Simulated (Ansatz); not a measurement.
Task: energies of removing a hydrogen of H2IIn, SMILES [InH2][I], with Ansatz 0.2.0 through its Python package. Give the script and its output. Level of theory (for the species named): Hartree-Fock, def2-SVP basis, multiplicity 1.

| atom | x (Å) | y (Å) | z (Å) |
| --- | --- | --- | --- |
| In | -0.2283 | -0.0265 | -0.0785 |
| I | 2.2856 | 0.2652 | 0.7869 |
| H | -1.0800 | -1.4718 | 0.2519 |
| H | -0.9773 | 1.2331 | -0.9602 |

Script `bde.py`:
```python
# -*- coding: utf-8 -*-
"""Cost of removing each kind of hydrogen from H2IIn, fragments frozen."""

import ansatz as az


def energy_of(molecule, charge=0, unpaired=0):
    calc = (
        molecule.calculation()
        .basis(gaussian="def2-SVP")
        .functional("hf")
    )
    if charge:
        calc = calc.charge(charge)
    if unpaired:
        calc = calc.spin("collinear", total=unpaired)
    report = calc.run(threads=1, pin="off").report
    if report["published_state_doubts"]:
        print("  doubts:", report["published_state_doubts"])
    return report["free_energy_ev"]

GEOMETRY = """
In   -0.22831   -0.02653   -0.07848
I     2.28562    0.26524    0.78685
H    -1.07998   -1.47178    0.25185
H    -0.97734    1.23307   -0.96021
"""

def without(molecule, index):
    rest = az.Crystal.molecule()
    for i, site in enumerate(molecule.cartesian_sites):
        if i != index:
            rest = rest.atom(site.symbol, site.position_ang)
    return rest


def main():
    system = az.Crystal.molecule()
    for line in GEOMETRY.strip().splitlines():
        symbol, *xyz = line.split()
        system = system.atom(symbol, [float(v) for v in xyz])

    whole = energy_of(system, 0)
    hydrogen = energy_of(az.Crystal.molecule().atom("H", (0, 0, 0)), 0, 1)
    print(f"E(molecule) = {whole:.5f} eV, E(H) = {hydrogen:.5f} eV")
    for index in [3]:
        radical = energy_of(without(system, index), 0, 1)
        print(f"H{index}: homolysis {96.485332 * (radical + hydrogen - whole):.1f} kJ/mol")
        anion = energy_of(without(system, index), -1)
        print(f"H{index}: loss of a proton {96.485332 * (anion - whole):.1f} kJ/mol")


if __name__ == "__main__":
    main()
```

`python bde.py` gives:
```text
E(molecule) = -13253.49894 eV, E(H) = -13.58606 eV
H3: homolysis 218.5 kJ/mol
H3: loss of a proton 1480.2 kJ/mol
```

Notes:
- Total energies depend on the basis set; only differences at equal settings carry meaning.
- The geometry is a force-field or estimated start, not a minimum of this method, and the basis set is short of its limit. All parts are taken at fixed geometry, without zero-point energy.
- def2 sets replace the cores of elements past krypton by effective core potentials.
- Hartree-Fock leaves correlation out, so bond, atomisation and ionisation energies come out well too low.
- The spin-orbit lowering of heavy atoms is left out.
- Anions want diffuse functions, which this basis lacks.
- It ran for 5 s on 1 thread of Arm Neoverse N1, with other jobs on the host, peak memory 0.19 GiB.
